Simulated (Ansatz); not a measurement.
Debugging a phonon calculation by linear response of Li, space group P6_3/mmc (Ansatz 0.2.0 through its Python package).

`li.py`:
```python
'''DFPT phonons of Li.'''

from pathlib import Path

import ansatz
import numpy as np

SETTINGS = {
    'xc': 'lda',
    'cutoff': 550,
    'beta': 0.005,
    'max_iterations': 70,
    'kgrid': (12, 12, 6),
}

vectors = np.array([
    [3.111, 0.0, 0.0],
    [-1.5555, 2.694205, 0.0],
    [0.0, 0.0, 5.093],
])
li = (
    ansatz.Lattice.of(vectors)
    .atom('Li', [1 / 3, 2 / 3, 0.25])
    .atom('Li', [2 / 3, 1 / 3, 0.75])
)

model = (
    li.calculation()
    .functional(SETTINGS['xc'])
    .basis(SETTINGS['cutoff'])
    .occupations(ansatz.OccupationsMethod.COLD)
    .mixing('anderson', beta=SETTINGS['beta'], ndim=1)
    .scf(max_iterations=SETTINGS['max_iterations'])
    .kpoints(*SETTINGS['kgrid'])
    .phonons('dfpt')
)
out = model.run(threads=1, runs_dir='runs')
ph = out.phonons

print('Gamma modes (1/cm):', ' '.join(f'{w:.1f}' for w in ph.gamma_omega_inv_cm))
print('in meV:', ' '.join(f'{w * 0.1239842:.2f}' for w in ph.gamma_omega_inv_cm))
```

```console
$ python li.py
Traceback (most recent call last):
  File "li.py", line 37, in <module>
    out = model.run(threads=1, runs_dir='runs')
  ...
ansatz.NonConvergedError: did not converge after 70 iterations: onsite_residual = 7.38e-3 (threshold 1.00e-11), under the density mixer `anderson`; raise `scf.max_iter`, which need not help a stalled SCF, or adjust the mixing (`scf.mixing`) or, under a smearing, its width (`scf.occupations.width`, in either direction: another width is another result); this SCF holds its density and magnetisation to the symmetry operations that it keeps, and cannot end on a state that breaks one of them: if the state sought breaks one, re-run with `crystal.symmetry.detect: false`, without `crystal.symmetry.time_reversal: true`, on a non-collinear deck whose state breaks time reversal, with `crystal.symmetry.time_reversal: false` beside it (there exact exchange or a DFT+U term alone can polarise the run; a magnetic state wants starting moments), where the deck allows it (that run may end on another state, and need not converge either); this run sums exchange and correlation on more points than the dense box has (`basis.xc_grid`), where a deck that converges on the dense box may not converge: try another level (where the key is left out runs that use forces, runs that use the stress, dielectric runs [...]
```
(Library frames cut from the traceback.)

What is wrong, and how is it mended?

The fault: the mixing step is far too small. The change:

```diff
--- before
+++ after
@@ -10,3 +10,2 @@
     'cutoff': 550,
-    'beta': 0.005,
     'max_iterations': 70,
@@ -31,3 +30,2 @@
     .occupations(ansatz.OccupationsMethod.COLD)
-    .mixing('anderson', beta=SETTINGS['beta'], ndim=1)
     .scf(max_iterations=SETTINGS['max_iterations'])
```

The mended script runs so:

```console
$ python li.py
Gamma modes (1/cm): 0.0 0.0 0.0 114.7 114.7 282.4
in meV: 0.00 0.00 0.00 14.22 14.22 35.02
```

What to keep in mind:
- The cell isn't relaxed first, so the values belong to this volume.
- This isn't the structure that Li takes at ambient conditions.
- The structure is taken as given; imaginary modes can come from an unrelaxed or unstable start. Phonons of metals also depend on mesh and smearing.
- Finished in 12 s on 1 thread of Arm Neoverse V2 (shared host), peak memory 0.54 GiB.

(Lines on the test bed's own set-up are left out of the output.)
